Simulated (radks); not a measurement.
**Mn⁺ in [Ar] 3d4 4s1 4p1: an all-electron calculation**

An exercise on one series of results from a longer session: the logs are not shown, and one member is left open.

Method: scalar-relativistic Kohn-Sham, exchange-only PBE, spin-polarised, spherical densities, finite nucleus; open shells are filled with parallel spins first. Code: radks (a radial shooting solver on a logarithmic mesh, Libxc functionals) version 1.

## The system

| Quantity | Value |
| --- | --- |
| element | manganese (Z = 25) |
| charge | +1 |
| electrons | 24 |
| configuration | [Ar] 3d4 4s1 4p1 |
| nuclear rms radius | 3.7057 fm |

Outer shells as boxes (Hund's rule):

Mn⁺
```
[Ar] core
3d [↑ ][↑ ][↑ ][↑ ][  ]
4s [↑ ]
4p [↑ ][  ][  ]
```

The first run:

The run's settings:

```text
Z 25
configuration [Ar] 3d4 4s1 4p1 5s0 4d0
relativity scalar-relativistic
functional pbe,
spin polarised
nucleus finite rms 3.7057 fm
c 137.035999084
```

On the command line:

```bash
$ python run_ks.py task.json out
```

All runs below come from this command, one after another.

One of the session's tables, all rows but one given; the rest of the session is left out.

It belongs to the step «Radial structure». From the orbitals of this run (lengths in bohr):

```
  level      <r>  outermost maximum (interpolated)  90 % within  nodes
  1s up  0.06090                            0.0399        0.109      0
1s down  0.06090                            0.0399        0.109      0
  2s up   0.2797                             0.233        0.434      1
2s down   0.2792                             0.232        0.433      1
  2p up   0.2474                             0.188        0.406      0
2p down   0.2468                             0.188        0.405      0
  3s up   0.8444                             0.733         1.26      2
3s down   0.8467                             0.734         1.27      2
  3p up   0.8913                             0.747         1.37      1
3p down   0.8949                             0.749         1.38      1
  3d up    1.083                             0.740         1.84      0
3d down    1.102                             0.747         1.88      0
  4s up    2.597                              2.24         3.83      3
  4p up        ?                                 ?            ?      ?
  5s up    6.379                              5.94         9.10      4
  4d up    5.465                              4.66         8.27      1
```

Q: Estimate the row for 4p up from the others.

**Answer.** <r>: 3.166; outermost maximum (interpolated): 2.67; 90 % within: 4.75; nodes: 2. In the column «<r>» it lies between 4s up (2.597) and 4d up (5.465).
